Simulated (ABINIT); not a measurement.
# SnSe2 (P-3m1) in ABINIT: further runs

Runs on SnSe2. Level: PBE. Tasks: relaxation of cell and atoms.

Program: ABINIT 10.8.3 (patched build). These are calculated values, not measurements. Logs are shortened: lines on timing, memory, paths and dates and some standing lists are left out, and cuts for length are marked. The log counts tension as positive stress, the text compression.

## 1. The structure

It takes space group P-3m1 (No. 164, trigonal). Conventional cell: a = 3.811 Å, b = 3.811 Å, c = 6.136 Å, α = 90.00°, β = 90.00°, γ = 120.00°. Sn (site symmetry -3m) is surrounded by 6 Se at 2.68 Å. Se (site symmetry 3m) is surrounded by 3 Sn at 2.68 Å.

## 2. Relaxation of cell and atoms, PBE, target pressure 5 GPa, at which the enthalpy is minimised

Input file run.abi:

```
# Pseudopotentials
pp_dirpath "./"
pseudos "Sn.GGA_PBE-JTH.xml, Se.GGA_PBE-JTH.xml"

# Structure
acell 3*1.0
rprim
     7.2017462609     0.0000000000     0.0000000000
    -3.6008731305     6.2368952135     0.0000000000
     0.0000000000     0.0000000000    11.5953595007
ntypat 2
znucl 50 34
natom 3
typat 1 2 2
xred
     0.0000000000     0.0000000000     0.0000000000
     0.6666666667     0.3333333333     0.7510000000
     0.3333333333     0.6666666667     0.2490000000
chkprim 0
chksymtnons 0
tolsym 1.0e-6

# Plane-wave basis
ecut 598.650497 eV
pawecutdg 44.0
pawxcdev 0
pawovlp -1

# k points
kptopt 1
ngkpt 6 6 4
nshiftk 1
shiftk 0.0 0.0 0.0

# Exchange and correlation
ixc 11

# Bands and occupations
nband 17
occopt 3
tsmear 0.00183747

# SCF cycle
nstep 100
tolvrs 1.0e-9

# Output
iomode 3
prtwf 0
prtden 0
prteig 0
prtebands 0
enunit 1

# Relaxation
ionmov 2
ntime 60
tolmxf 0.0005
optcell 2
dilatmx 1.08
ecutsm 0.5
strtarget 3*-1.699465e-04 3*0.0
```

Potentials or basis: JTH PAW PBE v2.0.

Command:

```console
$ abinit run.abi > log 2>&1
```

run.abo:

```text
.Version 10.8.3 of ABINIT
 Symmetries : space group P-3 m 1 (#164); Bravais hP (primitive hexag.)
================================================================================
 Values of the parameters that define the memory need of the present run
     intxc =       0    ionmov =       2      iscf =      17    lmnmax =      18
     lnmax =       6     mgfft =      54  mpssoang =       3    mqgrid =    3740
     natom =       3  nloc_mem =       2    nspden =       1   nspinor =       1
    nsppol =       1      nsym =      12    n1xccc =       1    ntypat =       2
    occopt =       3   xclevel =       2
       mpw =        3254          nfft =       69984          nkpt =          24
 PAW method is used; the additional fine FFT grid is defined by:
   mgfftf=        80    nfftf =    184320
================================================================================
================================================================================

--------------------------------------------------------------------------------
------------- Echo of variables that govern the present computation ------------
--------------------------------------------------------------------------------
 -outvars: echo values of preprocessed input variables --------
            acell      1.0000000000E+00  1.0000000000E+00  1.0000000000E+00 Bohr
              amu      1.18710000E+02  7.89600000E+01
          chkprim           0
      chksymtnons           0
          dilatmx      1.08000000E+00
             ecut      2.20000000E+01 Hartree
           ecutsm      5.00000000E-01 Hartree
           enunit           1
           ionmov           2
              ixc          11
         kptrlatt        6    0    0      0    6    0      0    0    4
          kptrlen      4.32104776E+01
            natom           3
            nband          17
            ngfft          36      36      54
          ngfftdg          48      48      80
             nkpt          24
            nstep         100
             nsym          12
            ntime          60
           ntypat           2
           occopt           3
          optcell           2
        pawecutdg      4.40000000E+01 Hartree
          pawovlp     -1.0000000000E+00
         pawxcdev           0
           prtden           0
        prtebands           0
           prteig           0
            prtwf           0
            rprim      7.2017462609E+00  0.0000000000E+00  0.0000000000E+00
                      -3.6008731305E+00  6.2368952135E+00  0.0000000000E+00
                       0.0000000000E+00  0.0000000000E+00  1.1595359501E+01
          spgroup         164
        strtarget     -1.69946500E-04 -1.69946500E-04 -1.69946500E-04
                       0.00000000E+00  0.00000000E+00  0.00000000E+00
           tolmxf      5.00000000E-04
           tolsym      1.00000000E-06
           tolvrs      1.00000000E-09
           tsmear      1.83747000E-03 Hartree
            typat      1  2  2
           useylm           1
           xangst      0.0000000000E+00  0.0000000000E+00  0.0000000000E+00
                       1.9054999987E+00  1.1001409372E+00  4.6081359969E+00
                      -1.7639782332E-11  2.2002818744E+00  1.5278639990E+00
            xcart      0.0000000000E+00  0.0000000000E+00  0.0000000000E+00
                       3.6008731304E+00  2.0789650712E+00  8.7081149850E+00
                      -3.3334357529E-11  4.1579301423E+00  2.8872445157E+00
             xred      0.0000000000E+00  0.0000000000E+00  0.0000000000E+00
                       6.6666666667E-01  3.3333333333E-01  7.5100000000E-01
                       3.3333333333E-01  6.6666666667E-01  2.4900000000E-01
            znucl       50.00000   34.00000

================================================================================

 chkinp: Checking input parameters for consistency.

================================================================================
== DATASET  1 ==================================================================

--- !DatasetInfo
iteration_state: {dtset: 1, }
dimensions: {natom: 3, nkpt: 24, mband: 17, nsppol: 1, nspinor: 1, nspden: 1, mpw: 3254, }
cutoff_energies: {ecut:  22.0, pawecutdg:  44.0, }
electrons: {nelect:   2.60000000E+01, charge:   0.00000000E+00, occopt:   3.00000000E+00, tsmear:   1.83747000E-03, }
meta: {optdriver: 0, ionmov: 2, optcell: 2, iscf: 17, paral_kgb: 0, }
...

 Exchange-correlation functional for the present dataset will be:
  GGA: Perdew-Burke-Ernzerhof functional - ixc=11
  J.P.Perdew, K.Burke, M.Ernzerhof, PRL 77, 3865 (1996)

[... 29 lines left out ...]
 Spheres core radius: rc_sph= 2.21132333
 Shapefunction is BESSEL type: shapef(r,l)=aa(1,l)*jl(q(1,l)*r)+aa(2,l)*jl(q(2,l)*r)
 Radius for shape functions =  2.00656599
 Compensation charge density is not taken into account in XC energy/potential

   2.29087519E+03                                ecore*ucvol(ha*bohr**3)
--------------------------------------------------------------------------------

================================================================================

=== [ionmov= 2] Broyden-Fletcher-Goldfarb-Shanno method (forces)
================================================================================

--- Iteration: ( 1/60) Internal Cycle: (1/1)
--------------------------------------------------------------------------------

---SELF-CONSISTENT-FIELD CONVERGENCE--------------------------------------------
[... 1267 lines left out ...]
 Difference of energy with previous step (new-old):
           Absolute (Ha)=-1.40842E-04
           Relative     =-1.58424E-06

 At Broyd/MD step  12, gradients are converged :
  max grad (force/stress) = 3.2698E-04 < tolmxf= 5.0000E-04 ha/bohr (free atoms)

================================================================================

 ----iterations are completed or convergence reached----

 Mean square residual over all n,k,spin=   10.336E-11; max=  17.994E-09
 reduced coordinates (array xred) for    3 atoms
      -0.000000000000     -0.000000000000      0.000000000000
       0.666666666667      0.333333333333      0.723803250783
       0.333333333333      0.666666666667      0.276196749217
 rms dE/dt=  1.1398E-03; max dE/dt=  2.4179E-03; dE/dt below (all hartree)
    1       0.000000000000      0.000000000000      0.000000000000
    2      -0.000000000000     -0.000000000000      0.002417896611
    3       0.000000000000      0.000000000000     -0.002417896611

 cartesian coordinates (angstrom) at end:
    1      0.00000000000000    -0.00000000000000     0.00000000000000
    2      1.90523447884779     1.09998763922858     4.15753627332932
    3     -0.00000000001764     2.19997527845716     1.58647809636527

 cartesian forces (hartree/bohr) at end:
    1     -0.00000000000000    -0.00000000000000    -0.00000000000000
    2      0.00000000000000     0.00000000000000    -0.00022275288706
    3     -0.00000000000000    -0.00000000000000     0.00022275288706
 frms,max,avg= 1.0500672E-04 2.2275289E-04   0.000E+00  0.000E+00  0.000E+00 h/b

 cartesian forces (eV/Angstrom) at end:
    1     -0.00000000000000    -0.00000000000000    -0.00000000000000
    2      0.00000000000000     0.00000000000000    -0.01145441399660
    3     -0.00000000000000    -0.00000000000000     0.01145441399660
 frms,max,avg= 5.3996625E-03 1.1454414E-02   0.000E+00  0.000E+00  0.000E+00 e/A
 length scales=  7.200742741351  7.200742741334 10.854614022002 bohr
              =  3.810468957713  3.810468957704  5.744014369695 angstroms
 Fermi (or HOMO) energy (eV) =   2.96580   Average Vxc (eV)= -10.07632
 Eigenvalues (   eV  ) for nkpt=  24  k points:
 kpt#   1, nband= 17, wtk=  0.00694, kpt=  0.0000  0.0000  0.0000 (reduced coord)
 -18.79493  -18.79493  -18.76555  -18.75010  -18.75010  -11.59075   -9.61519   -4.14723
   1.88584    1.88584    1.93868    1.93868    2.70841    3.40203    5.60007    7.22990
   7.22990
 prteigrs : prtvol=0 or 1, do not print more k-points.

--- !EnergyTerms
iteration_state     : {dtset: 1, itime: 12, icycle: 1, }
comment             : Components of total free energy in Hartree
kinetic             :  1.86327941689840E+01
hartree             :  3.28593062832871E+01
xc                  : -1.95127491670265E+01
Ewald energy        : -6.06200589437412E+01
psp_core            :  4.70004288511646E+00
local_psp           : -8.74355540883156E+01
PAW spherical_terms :  2.24742860069999E+01
internal            : -8.89019328546959E+01
'-kT*entropy'       : -3.04203826532501E-05
total_energy        : -8.89019632750785E+01
total_energy_eV     : -2.41914566070418E+03
...

--- !EnergyTermsDC
iteration_state     : {dtset: 1, itime: 12, icycle: 1, }
comment             : '"Double-counting" decomposition of free energy'
band_energy         : -8.53307598859292E+00
Ewald energy        : -6.06200589437412E+01
psp_core            :  4.70004288511646E+00
xc_dc               : -4.06240872645751E+01
PAW spherical_terms :  1.61752486670342E+01
internal            : -8.89019306447585E+01
'-kT*entropy'       : -3.04203826532501E-05
total_energy_dc     : -8.89019610651412E+01
total_energy_dc_eV  : -2.41914560056872E+03
...

--- !EnergyTermsWithPAWCore
iteration_state     : {dtset: 1, itime: 12, icycle: 1, }
comment             : 'Components of total free energy, including PAW core contributions'
Total energy        : -1.10375540540445E+04
Total energy DC     : -1.10375540518346E+04
Total energy (eV)   : -3.00347146575499E+05
Total energy DC (eV): -3.00347146515363E+05
...

 rms coord change=  1.2821E-02   atom, delta coord (reduced):
     1       -0.000000000000     -0.000000000000      0.000000000000
     2        0.000000000000      0.000000000000     -0.027196749217
     3        0.000000000000      0.000000000000      0.027196749217

 Cartesian components of stress tensor (hartree/bohr^3)
  sigma(1 1)= -1.69564239E-04  sigma(3 2)=  0.00000000E+00
  sigma(2 2)= -1.69564239E-04  sigma(3 1)=  0.00000000E+00
  sigma(3 3)= -1.73216268E-04  sigma(2 1)=  7.59457228E-14

-Cartesian components of stress tensor (GPa)         [Pressure=  5.0246E+00 GPa]
- sigma(1 1)= -4.98875216E+00  sigma(3 2)=  0.00000000E+00
- sigma(2 2)= -4.98875216E+00  sigma(3 1)=  0.00000000E+00
- sigma(3 3)= -5.09619854E+00  sigma(2 1)=  2.23440031E-09

== END DATASET(S) ==============================================================
================================================================================

 -outvars: echo values of variables after computation  --------
            acell      7.2007427414E+00  7.2007427413E+00  1.0854614022E+01 Bohr
           etotal     -8.8901961065E+01
            fcart     -0.0000000000E+00 -0.0000000000E+00 -0.0000000000E+00
                       7.4787985625E-29  2.1589431817E-28 -2.2275288706E-04
                      -7.4787985625E-29 -2.1589431817E-28  2.2275288706E-04
            rprim      1.0000000000E+00  0.0000000000E+00  0.0000000000E+00
                      -5.0000000001E-01  8.6602540378E-01  0.0000000000E+00
                       0.0000000000E+00  0.0000000000E+00  1.0000000000E+00
           strten     -1.6956423946E-04 -1.6956423931E-04 -1.7321626773E-04
                       0.0000000000E+00  0.0000000000E+00  7.5945722815E-14
           xangst      1.0342083302E-28 -6.6860816846E-28  4.2388916157E-19
                       1.9052344788E+00  1.0999876392E+00  4.1575362733E+00
                      -1.7637275636E-11  2.1999752785E+00  1.5864780964E+00
             xred     -7.4164171437E-29 -2.0261081265E-28  7.3796674988E-20
                       6.6666666667E-01  3.3333333333E-01  7.2380325078E-01
                       3.3333333333E-01  6.6666666667E-01  2.7619674922E-01
 Calculation completed.
```

Wall time 7.2 min (1 thread of Arm Neoverse V2, shared host); peak memory 0.17 GiB.

Results:

```
Free energy                                            : -2419.1456 eV
Relaxed volume                                         : 24.08 Å³/atom
Relaxed cell                                           : a = 3.810 Å, b = 3.810 Å, c = 5.744 Å, α = 90.00°, β = 90.00°, γ = 120.00°
Space group after relaxing (to 0.05 Å)                 : P-3m1 (No. 164)
Energy change on relaxing (the enthalpy is what falls) : +15.1 meV/atom
Ionic steps                                            : 12
Pressure after relaxing                                : 5.0 GPa
Largest force after relaxing                           : 0.011 eV/Å
Band gap on the k mesh                                 : 0.36 eV, indirect (least direct gap 0.69 eV)
Valence electrons inside the program's atomic spheres  : Sn 11.88; Se 3.93
```

Forces on the atoms (eV/Å):
```
Sn   0.000  0.000  0.000
Se   0.000  0.000 -0.011
Se   0.000  0.000  0.011
```

The path:
| step | energy change (eV) | largest force (eV/Å) | pressure (GPa) | volume (Å³) |
| --- | --- | --- | --- | --- |
| 1 | 0.0000 | 0.7814 | 5.56 | 77.18 |
| 2 | -0.0166 | 0.6692 | 5.10 | 77.31 |
| 3 | -0.0584 | 0.1327 | 3.19 | 77.52 |
| 4 | -0.0526 | 0.0607 | 3.17 | 77.13 |
| 5 | 0.0007 | 0.0883 | 4.06 | 74.77 |
| 6 | 0.0295 | 0.0383 | 4.93 | 73.64 |
| 7 | 0.0494 | 0.0605 | 5.72 | 72.84 |
| 8 | 0.0590 | 0.1349 | 6.15 | 72.38 |
| 9 | 0.0664 | 0.1917 | 6.38 | 71.87 |
| 10 | 0.0605 | 0.1541 | 5.96 | 71.84 |
| 11 | 0.0492 | 0.0621 | 5.28 | 72.12 |
| 12 | 0.0453 | 0.0115 | 5.02 | 72.23 |

Final structure:
```cif
data_structure
_symmetry_space_group_name_H-M 'P 1'
_symmetry_Int_Tables_number 1
_cell_length_a 3.8105
_cell_length_b 3.8105
_cell_length_c 5.7440
_cell_angle_alpha 90.000
_cell_angle_beta 90.000
_cell_angle_gamma 120.000
_cell_volume 72.23
loop_
_atom_site_label
_atom_site_type_symbol
_atom_site_fract_x
_atom_site_fract_y
_atom_site_fract_z
_atom_site_occupancy
Sn1 Sn 0.00000 0.00000 0.00000 1
Se1 Se 0.66667 0.33333 0.72380 1
Se2 Se 0.33333 0.66667 0.27620 1
```

Levels at points of the mesh, in eV from the valence-band top:
| k point | band 11 | band 12 | band 13 | band 14 | band 15 | band 16 |
| --- | --- | --- | --- | --- | --- | --- |
| (0.00, 0.00, 0.00) | -0.83 | -0.83 | -0.06 | 0.64 | 2.83 | 4.46 |
| (0.50, 0.00, 0.00) | -3.00 | -2.17 | -0.43 | 1.21 | 3.36 | 4.59 |
| (0.00, 0.00, 0.50) | -1.14 | -0.41 | -0.41 | 2.56 | 2.67 | 3.88 |
| (0.50, 0.00, 0.50) | -2.14 | -1.40 | -1.37 | 0.68 | 3.72 | 4.43 |

Caveat: spin-orbit coupling is left out, which moves the levels of the heavy elements; this functional lacks dispersion, which binds the layers, so the pressure and a relaxed spacing across them are unreliable. A k mesh can miss the band edges.

## 3. Relaxation of cell and atoms, PBE, target pressure 10 GPa, at which the enthalpy is minimised

run.abi, as its differences from that of step 2:

```diff
@@ -61,2 +61,2 @@
 ecutsm 0.5
-strtarget 3*-1.699465e-04 3*0.0
+strtarget 3*-3.398931e-04 3*0.0
```

Potentials or basis: JTH PAW PBE v2.0.

Command:

```console
$ abinit run.abi > log 2>&1
```

Run time: 6.5 min. Hardware: 1 thread of Arm Neoverse V2, shared host; peak memory 0.18 GiB.

The run converged. Its results:

```
Free energy                                            : -2418.9045 eV
Relaxed volume                                         : 22.29 Å³/atom
Relaxed cell                                           : a = 3.761 Å, b = 3.761 Å, c = 5.460 Å, α = 90.00°, β = 90.00°, γ = 120.00°
Space group after relaxing (to 0.05 Å)                 : P-3m1 (No. 164)
Energy change on relaxing (the enthalpy is what falls) : +95.5 meV/atom
Ionic steps                                            : 11
Pressure after relaxing                                : 10.0 GPa
Band gap on the k mesh                                 : none (metal or under the smearing width)
Valence electrons inside the program's atomic spheres  : Sn 11.93; Se 3.96
```

Step by step:
```csv
step,energy change (eV),largest force (eV/Å),pressure (GPa),volume (Å³)
1,0.0000,0.7814,5.56,77.18
2,0.0255,0.8253,6.37,76.13
3,0.3455,0.9801,13.45,68.56
4,0.3085,0.7988,12.53,68.73
5,0.2699,0.0213,9.94,68.26
6,0.2570,0.0888,9.34,68.31
7,0.2534,0.2048,8.74,67.95
8,0.2924,0.2928,9.19,66.96
9,0.2708,0.1726,9.16,67.19
10,0.2806,0.0264,9.79,66.97
11,0.2865,0.0017,9.98,66.88
```

Final structure:
```
Sn Se
1.0
     3.76059    0.00000    0.00000
    -1.88029    3.25676    0.00000
     0.00000    0.00000    5.46043
Sn Se
1 2
Direct
  0.00000 0.00000 0.00000
  0.66667 0.33333 0.70961
  0.33333 0.66667 0.29039
```

Levels at points of the mesh, in eV from the Fermi level:
```csv
k point,band 10,band 11,band 12,band 13,band 14,band 15,band 16,band 17
"(0.00, 0.00, 0.00)",-1.35,-1.17,-1.17,-0.19,0.52,2.71,4.37,4.37
"(0.50, 0.00, 0.00)",-4.46,-3.58,-2.99,-0.56,1.30,3.10,3.91,4.07
"(0.00, 0.00, 0.50)",-1.62,-1.62,-0.64,-0.64,2.45,2.73,3.49,3.49
"(0.50, 0.00, 0.50)",-2.83,-2.38,-2.06,-1.90,0.74,3.35,4.25,5.58
```

Caveat: this functional lacks dispersion, which binds the layers, so the pressure and a relaxed spacing across them are unreliable.

(Continued in part 2 of 2.)
